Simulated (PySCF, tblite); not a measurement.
# C4H12Si: changes of charge

Wanted: changes of charge for C4H12Si (`CC[SiH2]CC`).

Programs: tblite 0.8.0 and PySCF 2.14.0, with routines of our own; each step states its level. All values are computed. Atoms count from 0.

## Step 1: The starting structure

17 atoms, charge 0, multiplicity 1; geometry from: start built from the parent or by distance geometry.

## Step 2: Relaxing the molecule with GFN2-xTB

What the job is given:

```
{"job": {"kind": "relax", "xc": "GFN2-xTB", "basis": "xTB"}, "charge": 0, "multiplicity": 1}
C      2.883100     0.044900    -0.006500
C      1.505100    -0.623800     0.139500
Si     0.040400     0.484700     0.021600
C     -1.570100    -0.460400     0.218800
C     -2.851700     0.339000     0.152500
H      3.007500     0.822800     0.750900
H      2.960000     0.528400    -0.996800
H      3.686000    -0.672600     0.103200
H      1.496300    -1.131500     1.140200
H      1.419500    -1.426800    -0.585100
H      0.016100     1.140400    -1.322800
H      0.094500     1.547400     1.053400
H     -1.610300    -1.267200    -0.498400
H     -1.533300    -0.971900     1.208000
H     -2.949000     0.840800    -0.838300
H     -2.889000     1.127700     0.927700
H     -3.719400    -0.297800     0.285400
```

Command:

```console
> OMP_NUM_THREADS=1 python redox_run.py task.json out
```

The driver reads the jobs from task.json and runs them one after another.

Log:

```text
step      E/eV     max force
  0    -446.10207    2.032
  1    -446.21120    0.548
  2    -446.21893    0.188
  3    -446.22314    0.169
  4    -446.22585    0.153
  5    -446.22791    0.112
  6    -446.22874    0.058
  7    -446.22935    0.071
  8    -446.23006    0.095
  9    -446.23086    0.098
 10    -446.23150    0.066
 11    -446.23194    0.044
 12    -446.23229    0.057
 13    -446.23262    0.059
 14    -446.23286    0.040
 15    -446.23302    0.028
 16    -446.23317    0.037
 17    -446.23335    0.052
 18    -446.23354    0.044
 19    -446.23371    0.029
 20    -446.23386    0.022
 21    -446.23397    0.034
 22    -446.23406    0.033
 23    -446.23412    0.018
 24    -446.23417    0.016
 25    -446.23422    0.015
 26    -446.23426    0.015
 27    -446.23429    0.012
 28    -446.23432    0.015
 29    -446.23436    0.022
 30    -446.23442    0.030
 31    -446.23449    0.026
 32    -446.23456    0.021
 33    -446.23462    0.024
 34    -446.23470    0.026
 35    -446.23479    0.029
 36    -446.23490    0.025
 37    -446.23498    0.018
 38    -446.23504    0.017
 39    -446.23508    0.025
 40    -446.23513    0.021
 41    -446.23516    0.010
 42    -446.23517    0.005
```

It took 0.6 s on 1 thread of Arm Neoverse V1, shared host.

Relaxation path: (not every step is listed)

```
step  energy from step 0 (eV)  largest force (eV/Å)
   0                   0.0000                2.0315
   1                  -0.1091                0.5478
   2                  -0.1169                0.1878
   3                  -0.1211                0.1687
   4                  -0.1238                0.1528
   5                  -0.1258                0.1124
   6                  -0.1267                0.0582
   7                  -0.1273                0.0709
   8                  -0.1280                0.0954
  10                  -0.1294                0.0658
  12                  -0.1302                0.0567
  14                  -0.1308                0.0399
  16                  -0.1311                0.0367
  18                  -0.1315                0.0445
  20                  -0.1318                0.0223
  22                  -0.1320                0.0326
  24                  -0.1321                0.0158
  26                  -0.1322                0.0153
  28                  -0.1322                0.0154
  30                  -0.1323                0.0296
  32                  -0.1325                0.0215
  34                  -0.1326                0.0258
  36                  -0.1328                0.0248
  37                  -0.1329                0.0184
  38                  -0.1330                0.0169
  39                  -0.1330                0.0247
  40                  -0.1331                0.0214
  41                  -0.1331                0.0100
  42                  -0.1331                0.0051
```

Distances of close pairs at the start and the end, largest changes first:

```
   bond  before (Å)  after (Å)  change (Å)
 C1–Si2       1.841      1.903      +0.062
  C1–H8       1.122      1.092      -0.031
 C4–H14       1.115      1.087      -0.028
Si2–H10       1.496      1.471      -0.025
 Si2–C3       1.878      1.903      +0.025
 C3–H13       1.114      1.092      -0.023
 C4–H15       1.107      1.087      -0.019
  C0–H6       1.105      1.087      -0.017
```

The next job starts from the end point, and lists it.

## Step 3: Vibrational analysis with GFN2-xTB

What the job is given:

```
{"job": {"kind": "ir", "xc": "GFN2-xTB", "basis": "xTB"}, "charge": 0, "multiplicity": 1}
C      2.846841     0.068172    -0.008892
C      1.522859    -0.665160     0.164163
Si     0.022137     0.494906     0.014620
C     -1.579444    -0.506555     0.243761
C     -2.828039     0.360174     0.144300
H      2.956539     0.842768     0.746534
H      2.894938     0.543110    -0.985968
H      3.689844    -0.616013     0.079237
H      1.517092    -1.159581     1.137409
H      1.458455    -1.458630    -0.582844
H      0.022150     1.136184    -1.308837
H      0.101460     1.540822     1.045361
H     -1.638710    -1.297596    -0.506112
H     -1.572727    -1.005349     1.214718
H     -2.880849     0.843916    -0.828101
H     -2.815617     1.136848     0.905206
H     -3.730924    -0.233957     0.278741
```

Log:

```text
mode    cm-1     km/mol
  1      53.4      0.00
  2      63.4      0.00
  3     110.4      0.39
  4     221.6      0.56
  5     228.0      0.02
  6     268.6      3.05
  7     294.7      0.05
  8     447.3     42.30
  9     568.6      0.00
 10     691.1     35.29
 11     703.1     98.43
 12     722.3      0.01
 13     746.9    246.20
 14     750.3    109.77
 15     787.8    237.31
 16     975.3      0.02
 17     984.0     26.25
 18    1018.4     18.44
 19    1024.1      3.52
 20    1076.6     30.46
 21    1085.4      0.22
 22    1239.6      0.00
 23    1247.4      6.41
 24    1291.7      8.02
 25    1293.5      0.41
 26    1420.1      0.01
 27    1420.9      0.19
 28    1482.8      1.43
 29    1485.8      0.31
 30    1513.6      0.56
 31    1514.1      1.27
 32    1514.4      0.41
 33    1514.5      5.85
 34    2195.6    463.60
 35    2206.7    164.76
 36    2962.5      0.64
 37    2966.5     91.88
 38    2977.0     18.53
 39    2981.4     43.95
 40    3008.6     63.49
 41    3010.0     51.59
 42    3029.9     44.04
 43    3031.2     72.44
 44    3036.8     20.15
 45    3038.9     45.83
ZPE 384.029  H(298)-E 408.717  G(298)-E 302.076 kJ/mol  S 357.67 J/(mol K)
```

Wall time 0.51 s (1 thread of Arm Neoverse V1, shared host).

The strongest bands and the atoms that carry them (share of the mass-weighted mode):

```
cm⁻¹  km/mol                                 atoms
 703    98.4  H10 34 %, H11 34 %, C1 11 %, C3 10 %
 747   246.2                              Si2 46 %
 750   109.8  H8 13 %, H9 13 %, H12 13 %, H13 13 %
 788   237.3                    H11 46 %, H10 46 %
2196   463.6                    H10 49 %, H11 46 %
2207   164.8                    H11 50 %, H10 47 %
2966    91.9  H13 27 %, H12 26 %, H9 19 %, H8 18 %
3031    72.4                    H15 45 %, H14 44 %
```

## Step 4: Geometry optimisation at PBE0-D3(BJ)/ma-def2-SVP

Settings changed since step 3:

```diff
@@ -1,2 +1,2 @@
-{"job": {"kind": "ir", "xc": "GFN2-xTB", "basis": "xTB"}, "charge": 0, "multiplicity": 1}
+{"job": {"xc": "PBE0", "basis": "ma-def2-SVP", "d3": "d3bj", "grid": 1, "kind": "geom"}, "charge": 0, "multiplicity": 1}
 C      2.846841     0.068172    -0.008892
```

Log:

```text
step   0  E = -448.63339761  max force = 0.027296
step   1  E = -448.63625266  max force = 0.004687
step   2  E = -448.63648010  max force = 0.000694
step   3  E = -448.63650242  max force = 0.000344
step   4  E = -448.63650732  max force = 0.000093
optimisation converged
```

It took 39 s on 1 thread of Arm Neoverse V1, shared host; peak memory 0.59 GiB.

The steps of the relaxation:

```
step  energy from step 0 (eV)  largest force component (eV/Å)
   0                   0.0000                          1.4036
   1                  -0.0777                          0.2410
   2                  -0.0839                          0.0357
   3                  -0.0845                          0.0177
   4                  -0.0846                          0.0048
```

Close pairs (by a distance rule), those that changed most:

```
   bond  before (Å)  after (Å)  change (Å)
Si2–H11       1.471      1.501      +0.030
Si2–H10       1.471      1.501      +0.030
 Si2–C3       1.903      1.888      -0.015
 C1–Si2       1.903      1.888      -0.015
 C4–H15       1.087      1.102      +0.014
 C4–H14       1.087      1.102      +0.014
  C0–H6       1.087      1.102      +0.014
  C0–H5       1.088      1.102      +0.014
```

The next job starts from the end point, and lists it.

```
                         at the end point                 value
  point group (found at 0.08 Å tolerance)                   C2v
rotational constants (GHz, main isotopes)  13.284, 1.498, 1.416
                        dipole moment (D)                  0.88
```

## Step 5: Harmonic vibrations (C4H12Si): PBE0-D3(BJ)/ma-def2-SVP

What the job is given:

```
{"job": {"xc": "PBE0", "basis": "ma-def2-SVP", "d3": "d3bj", "grid": 2, "kind": "hessian"}, "charge": 0, "multiplicity": 1}
C      2.869228     0.080375    -0.003795
C      1.535995    -0.643572     0.166214
Si     0.018113     0.469898     0.020642
C     -1.583858    -0.503664     0.243759
C     -2.853914     0.336694     0.135740
H      3.001863     0.868289     0.754704
H      2.944182     0.564611    -0.990538
H      3.724465    -0.608055     0.087636
H      1.492960    -1.145573     1.149012
H      1.436488    -1.447768    -0.584288
H      0.014406     1.138001    -1.323146
H      0.092513     1.555324     1.054281
H     -1.593490    -1.312855    -0.507922
H     -1.538554    -1.008462     1.225006
H     -2.932963     0.826810    -0.847779
H     -2.878377     1.132626     0.897118
H     -3.762020    -0.272247     0.270886
```

Log:

```text
coarse grid: 13408 points
cycle   1  E = -448.5332158226  dE = -1.955e-02  |g| = 3.939e-01  |ddm| = 3.848e+00
cycle   2  E = -448.5213693785  dE =  1.185e-02  |g| = 4.514e-01  |ddm| = 8.706e-01
cycle   3  E = -448.5770172661  dE = -5.565e-02  |g| = 1.943e-02  |ddm| = 4.525e-01
cycle   4  E = -448.5771130175  dE = -9.575e-05  |g| = 7.298e-03  |ddm| = 3.722e-02
cycle   5  E = -448.5771253131  dE = -1.230e-05  |g| = 3.261e-03  |ddm| = 1.163e-02
cycle   6  E = -448.5771279617  dE = -2.649e-06  |g| = 2.023e-04  |ddm| = 3.705e-03
final grid: 121224 points
cycle   7  E = -448.6364813434  dE = -2.016e-05  |g| = 7.182e-03  |ddm| = 3.573e-02
cycle   8  E = -448.6364759730  dE =  5.370e-06  |g| = 8.499e-03  |ddm| = 1.469e-02
cycle   9  E = -448.6364953201  dE = -1.935e-05  |g| = 1.896e-04  |ddm| = 8.157e-03
cycle  10  E = -448.6364953272  dE = -7.150e-09  |g| = 9.545e-05  |ddm| = 3.211e-04
cycle  11  E = -448.6364953294  dE = -2.173e-09  |g| = 2.253e-05  |ddm| = 1.144e-04
cycle  12  E = -448.6364953295  dE = -1.348e-10  |g| = 2.173e-06  |ddm| = 4.217e-05
cycle  13  E = -448.6364953295  dE =  1.705e-12  |g| = 5.692e-07  |ddm| = 5.304e-06
converged SCF energy = -448.6364953295

mode    cm-1
  1      62.4
  2      76.6
  3     105.4
  4     212.1
  5     219.5
  6     259.2
  7     294.6
  8     465.7
  9     556.8
 10     671.3
 11     687.8
 12     753.4
 13     786.7
 14     824.5
 15     948.2
 16     975.9
 17     976.3
 18     986.3
 19     990.2
 20    1053.9
 21    1070.0
 22    1241.8
 23    1251.9
 24    1255.1
 25    1257.4
 26    1392.5
 27    1394.2
 28    1426.2
 29    1432.6
 30    1474.0
 31    1474.3
 32    1477.7
 33    1477.8
 34    2195.3
 35    2197.6
 36    3046.9
 37    3047.4
 38    3049.1
 39    3051.2
 40    3102.0
 41    3104.1
 42    3135.8
 43    3135.9
 44    3141.3
 45    3141.5
ZPE 388.070  H(298)-E 412.633  G(298)-E 306.134 kJ/mol  S 357.20 J/(mol K)
```

It took 9.7 min on 1 thread of Arm Neoverse V1, shared host; peak memory 2.2 GiB.

Zero-point energy 388.07 kJ/mol (xTB gave 384.03).

## Step 6: Single point (C4H12Si): wB97X-D3(BJ)/ma-def2-TZVP

Geometry: PBE0-D3(BJ)/ma-def2-SVP.

Settings changed since step 5:

```diff
@@ -1,2 +1,2 @@
-{"job": {"xc": "PBE0", "basis": "ma-def2-SVP", "d3": "d3bj", "grid": 2, "kind": "hessian"}, "charge": 0, "multiplicity": 1}
+{"job": {"kind": "sp", "xc": "wB97X", "basis": "ma-def2-TZVP", "d3": "d3bj", "grid": 2}, "charge": 0, "multiplicity": 1}
 C      2.869228     0.080375    -0.003795
```

Log:

```text
coarse grid: 13408 points
cycle   1  E = -449.3451256350  dE =  1.783e-01  |g| = 2.529e-01  |ddm| = 2.659e+00
cycle   2  E = -449.3603969618  dE = -1.527e-02  |g| = 1.270e-01  |ddm| = 4.069e-01
cycle   3  E = -449.3640186293  dE = -3.622e-03  |g| = 3.650e-02  |ddm| = 1.081e-01
cycle   4  E = -449.3644016658  dE = -3.830e-04  |g| = 4.655e-03  |ddm| = 5.164e-02
cycle   5  E = -449.3644077051  dE = -6.039e-06  |g| = 1.366e-03  |ddm| = 8.238e-03
final grid: 121224 points
cycle   6  E = -449.3510793884  dE = -4.440e-05  |g| = 3.223e-03  |ddm| = 4.172e-02
cycle   7  E = -449.3510809429  dE = -1.554e-06  |g| = 2.135e-03  |ddm| = 4.838e-03
cycle   8  E = -449.3510819923  dE = -1.049e-06  |g| = 2.375e-04  |ddm| = 1.543e-03
cycle   9  E = -449.3510820183  dE = -2.594e-08  |g| = 7.354e-05  |ddm| = 4.937e-04
cycle  10  E = -449.3510820202  dE = -1.910e-09  |g| = 1.696e-05  |ddm| = 1.388e-04
converged SCF energy = -449.3510820202
```

It took 15 s on 1 thread of Arm Neoverse V1, shared host; peak memory 1.1 GiB.

## Step 7: Single point (C4H12Si+ (doublet)): wB97X-D3(BJ)/ma-def2-TZVP

Geometry: PBE0-D3(BJ)/ma-def2-SVP, that of another charge or spin state.

Settings changed since step 6:

```diff
@@ -1,2 +1,2 @@
-{"job": {"kind": "sp", "xc": "wB97X", "basis": "ma-def2-TZVP", "d3": "d3bj", "grid": 2}, "charge": 0, "multiplicity": 1}
+{"job": {"kind": "sp", "xc": "wB97X", "basis": "ma-def2-TZVP", "d3": "d3bj", "grid": 2}, "charge": 1, "multiplicity": 2}
 C      2.869228     0.080375    -0.003795
```

Log:

```text
final grid: 121224 points
cycle   1  E = -448.9735305586  dE = -7.617e-11  |g| = 3.317e-06  |ddm| = 1.260e-05
converged SCF energy = -448.9735305586
```

Wall time 77 s (1 thread of Arm Neoverse V1, shared host); peak memory 1.4 GiB.

## Step 8: Relaxing the molecule with GFN2-xTB

This step treats C₄H₁₂Si+ (doublet).

What the job is given:

```
{"job": {"kind": "relax", "xc": "GFN2-xTB", "basis": "xTB"}, "charge": 1, "multiplicity": 2}
C      2.885500     0.074300    -0.009100
C      1.525300    -0.634900     0.143200
Si     0.035600     0.462300     0.023800
C     -1.586400    -0.489000     0.223200
C     -2.857100     0.332900     0.147100
H      2.990900     0.866600     0.745900
H      2.944600     0.570400    -1.001500
H      3.735900    -0.599000     0.092700
H      1.502000    -1.152400     1.147800
H      1.427100    -1.450400    -0.579000
H      0.007500     1.134000    -1.330000
H      0.084100     1.548600     1.054200
H     -1.604700    -1.310500    -0.491300
H     -1.531100    -1.010400     1.216100
H     -2.940400     0.843700    -0.847300
H     -2.884700     1.134500     0.918100
H     -3.760800    -0.266100     0.273900
```

Log:

```text
step      E/eV     max force
  0    -432.78963    3.141
  1    -433.12582    1.406
  2    -433.18961    0.424
  3    -433.20667    0.346
  4    -433.22419    0.328
  5    -433.23402    0.267
  6    -433.24100    0.149
  7    -433.24583    0.138
  8    -433.25139    0.163
  9    -433.25734    0.166
 10    -433.26265    0.195
 11    -433.26720    0.200
 12    -433.27259    0.179
 13    -433.27954    0.250
 14    -433.28629    0.235
 15    -433.29100    0.165
 16    -433.29411    0.166
 17    -433.29666    0.168
 18    -433.29883    0.111
 19    -433.30036    0.080
 20    -433.30142    0.068
 21    -433.30226    0.077
 22    -433.30279    0.057
 23    -433.30304    0.030
 24    -433.30321    0.030
 25    -433.30349    0.042
 26    -433.30396    0.070
 27    -433.30462    0.082
 28    -433.30528    0.063
 29    -433.30584    0.056
 30    -433.30647    0.070
 31    -433.30740    0.086
 32    -433.30855    0.099
 33    -433.30935    0.069
 34    -433.30972    0.051
 35    -433.30997    0.047
 36    -433.31024    0.050
 37    -433.31064    0.056
 38    -433.31100    0.048
 39    -433.31122    0.030
 40    -433.31132    0.024
 41    -433.31140    0.023
 42    -433.31146    0.017
 43    -433.31149    0.010
```

Wall time 0.28 s (1 thread of Arm Neoverse V1, shared host).

Along the way: (not every step is listed)

```
step  energy from step 0 (eV)  largest force (eV/Å)
   0                   0.0000                3.1406
   1                  -0.3362                1.4055
   2                  -0.4000                0.4237
   3                  -0.4170                0.3462
   4                  -0.4346                0.3283
   5                  -0.4444                0.2670
   6                  -0.4514                0.1490
   7                  -0.4562                0.1385
   8                  -0.4618                0.1632
  11                  -0.4776                0.2003
  14                  -0.4967                0.2354
  17                  -0.5070                0.1678
  20                  -0.5118                0.0683
  23                  -0.5134                0.0299
  26                  -0.5143                0.0700
  29                  -0.5162                0.0564
  32                  -0.5189                0.0993
  35                  -0.5203                0.0469
  38                  -0.5214                0.0479
  39                  -0.5216                0.0300
  40                  -0.5217                0.0238
  41                  -0.5218                0.0232
  42                  -0.5218                0.0168
  43                  -0.5219                0.0099
```

Close pairs (by a distance rule), those that changed most:

```
   bond  before (Å)  after (Å)  change (Å)
 C1–Si2       1.854      1.968      +0.114
 Si2–C3       1.891      1.969      +0.078
Si2–H10       1.512      1.462      -0.050
  C1–H8       1.130      1.089      -0.041
  C0–C1       1.542      1.501      -0.041
Si2–H11       1.498      1.462      -0.036
 C4–H14       1.121      1.087      -0.034
 C3–H13       1.123      1.089      -0.034
```

The next job starts from the end point, and lists it.

## Step 9: Harmonic vibrations with GFN2-xTB

What the job is given:

```
{"job": {"kind": "ir", "xc": "GFN2-xTB", "basis": "xTB"}, "charge": 1, "multiplicity": 2}
C      2.751393     0.040362     0.001940
C      1.431186    -0.654209     0.167459
Si     0.027687     0.712455    -0.025653
C     -1.482376    -0.522017     0.242018
C     -2.741369     0.289772     0.147193
H      2.928374     0.793277     0.765561
H      2.868305     0.486951    -0.981976
H      3.541990    -0.711393     0.105754
H      1.336167    -1.106953     1.153130
H      1.281357    -1.415768    -0.596260
H      0.018152     1.293921    -1.366907
H      0.098943     1.712255     1.038495
H     -1.440324    -1.288875    -0.530002
H     -1.378051    -0.986898     1.221250
H     -2.870862     0.750720    -0.828776
H     -2.808872     1.050703     0.920625
H     -3.588660    -0.389811     0.293860
```

Log:

```text
mode    cm-1     km/mol
  1      45.0      0.01
  2      56.2      0.19
  3     123.8      0.75
  4     211.9      1.70
  5     220.0      0.12
  6     243.4      1.72
  7     278.4      4.88
  8     403.4      0.02
  9     435.0     46.24
 10     451.0    159.96
 11     598.5     63.86
 12     623.0      0.00
 13     705.0      0.03
 14     730.7     82.50
 15     749.3    171.35
 16     925.0      0.02
 17     929.2      0.00
 18     953.4    120.31
 19     954.1     89.47
 20    1035.9    597.49
 21    1085.1      0.18
 22    1121.5    244.23
 23    1190.4      0.00
 24    1195.4      0.02
 25    1220.4      0.01
 26    1364.5    253.18
 27    1370.2     11.92
 28    1393.9     78.27
 29    1396.2      0.23
 30    1408.3     22.16
 31    1417.8      9.77
 32    1455.4     15.91
 33    1456.0      6.47
 34    2297.2    263.20
 35    2298.6     59.34
 36    2928.1    206.82
 37    2931.0     13.77
 38    2985.9     18.53
 39    2996.0      0.41
 40    2999.4      0.26
 41    3001.6      3.67
 42    3043.5     35.51
 43    3046.2     14.50
 44    3048.9      6.23
 45    3051.1      8.34
ZPE 373.083  H(298)-E 399.301  G(298)-E 288.344 kJ/mol  S 372.15 J/(mol K)
```

Wall time 0.56 s (1 thread of Arm Neoverse V1, shared host).

Which atoms move in the most intense modes:

```
cm⁻¹  km/mol                                  atoms
 451   160.0             Si2 41 %, C3 19 %, C1 19 %
 749   171.3                     H11 48 %, H10 48 %
 953   120.3                       H7 46 %, C0 13 %
1036   597.5     C3 22 %, C1 21 %, C4 15 %, C0 14 %
1122   244.2   H8 16 %, H9 16 %, H13 16 %, H12 16 %
1364   253.2  H16 16 %, H7 14 %, H15 11 %, H14 11 %
2297   263.2                     H10 54 %, H11 41 %
2928   206.8                      H16 67 %, H7 26 %
```

## Step 10: Geometry optimisation at PBE0-D3(BJ)/ma-def2-SVP

This step treats C4H12Si+ (doublet).

Settings changed since step 9:

```diff
@@ -1,2 +1,2 @@
-{"job": {"kind": "ir", "xc": "GFN2-xTB", "basis": "xTB"}, "charge": 1, "multiplicity": 2}
+{"job": {"xc": "PBE0", "basis": "ma-def2-SVP", "d3": "d3bj", "grid": 1, "kind": "geom"}, "charge": 1, "multiplicity": 2}
 C      2.751393     0.040362     0.001940
```

Log:

```text
step   0  E = -448.28894531  max force = 0.015476
step   1  E = -448.29455270  max force = 0.002078
step   2  E = -448.29481177  max force = 0.000979
step   3  E = -448.29487950  max force = 0.000588
step   4  E = -448.29488328  max force = 0.000055
optimisation converged
```

Wall time 69 s (1 thread of Arm Neoverse V1, shared host); peak memory 0.61 GiB.

Relaxation path:

```
step  energy from step 0 (eV)  largest force component (eV/Å)
   0                   0.0000                          0.7958
   1                  -0.1526                          0.1069
   2                  -0.1596                          0.0503
   3                  -0.1615                          0.0302
   4                  -0.1616                          0.0028
```

Distances of close pairs at the start and the end, largest changes first:

```
   bond  before (Å)  after (Å)  change (Å)
Si2–H11       1.462      1.483      +0.021
Si2–H10       1.462      1.483      +0.021
 C4–H16       1.096      1.114      +0.018
  C0–H7       1.096      1.114      +0.018
  C0–H5       1.087      1.100      +0.013
  C0–H6       1.087      1.100      +0.013
 C4–H15       1.087      1.100      +0.013
 C4–H14       1.087      1.100      +0.013
```

The final coordinates are the input of the step that follows.

```
                         at the end point                 value
  point group (found at 0.08 Å tolerance)                   C2v
rotational constants (GHz, main isotopes)  10.902, 1.706, 1.563
                                     ⟨S²⟩                 0.757
```

(Part 1 of 2 ends here.)
